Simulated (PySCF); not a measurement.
# C7H9S: the cost of one run

Programs: PySCF 2.14.0, with routines of our own; each step states its level. All values are computed. Atoms count from 0.

### Step 1. The system as given

17 atoms, charge 1, multiplicity 1; geometry from: GFN2-xTB.

### Step 2. Optimising the geometry at PBE0-D3(BJ)/def2-SVP

What the job is given:

```
{"job": {"xc": "PBE0", "basis": "def2-SVP", "d3": "d3bj", "grid": 1, "kind": "geom"}, "charge": 1, "multiplicity": 1}
C     -2.567885     0.701123     0.525358
C     -1.183853     0.266643     0.309857
S     -0.054875     0.249548     1.517415
C     -0.686624    -0.143611    -1.022916
C      0.671010    -0.819848    -0.852689
C      1.339121    -0.226882     0.373108
C      2.583230     0.582460     0.416033
C      2.652102    -0.614101     0.936671
H     -3.186068     0.534590    -0.353035
H     -3.010934     0.194375     1.383725
H     -2.592452     1.765583     0.772779
H     -0.612084     0.761733    -1.639566
H     -1.409500    -0.791150    -1.523851
H      1.307056    -0.677690    -1.725541
H      0.533575    -1.894219    -0.705265
H      3.019708     1.516743     0.161821
H      3.191476    -1.393267     1.416187
```

Run with:

```
OMP_NUM_THREADS=1 python excited_run.py task.json out
```

The driver reads the jobs from task.json and runs them one after another.

**Question.** How long does this first job take on 1 thread of Arm Neoverse V1, shared host, and how much memory does it need?

About 2.5 min, with a peak of 0.67 GiB.
